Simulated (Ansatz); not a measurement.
**B2O under changes of volume**

One of the cells (8.437 Å³/atom); the others are scaled copies at fixed shape and fractional positions:

```
O B
1.0
     2.87900    0.00000    0.00000
    -1.43950    2.49329    0.00000
     0.00000    0.00000    7.05200
O B
2 4
Cartesian
  0.0000 1.6622 4.8941
  1.4395 0.8311 2.1579
  0.0000 1.6622 6.8898
  1.4395 0.8311 0.1622
  0.0000 0.0000 4.3722
  0.0000 0.0000 2.6798
```

| Quantity | Value |
| --- | --- |
| Program | Ansatz 0.2.0 |
| Functional | PBE |
| Potentials or basis | Ansatz PAW |
| Cutoff | 420 eV (not typed: the program's choice for these potentials) |
| k mesh | 11 × 11 × 4 |
| Occupations | fermi-dirac, width 0.05 eV |
| Spin | no spin polarisation |

```tsv
volume (Å³/atom)	energy over the lowest point (meV/atom)	pressure (GPa)	largest force (eV/Å)
7.931	0.00	-10.6	0.311
8.099	12.95	-13.8	0.228
8.268	29.09	-16.6	0.168
8.437	48.08	-19.1	0.169
8.605	69.45	-21.3	0.264
8.774	?	?	?
8.943	118.64	-25.2	0.440
```

Q: What does the run at 8.774 Å³/atom give?

A: Energy over the lowest point 93.02 meV/atom; pressure -23.4 GPa; largest force 0.354 eV/Å.

Worked out: A Birch-Murnaghan fit of order 3 (a polynomial in V^(-2/3)) to the other rows has no minimum within the range. It gives 93.08 meV/atom at 8.774 Å³/atom, against the run's 93.02, and -dE/dV = -23.4 GPa, against -23.4.

Energies are extrapolated to zero smearing.
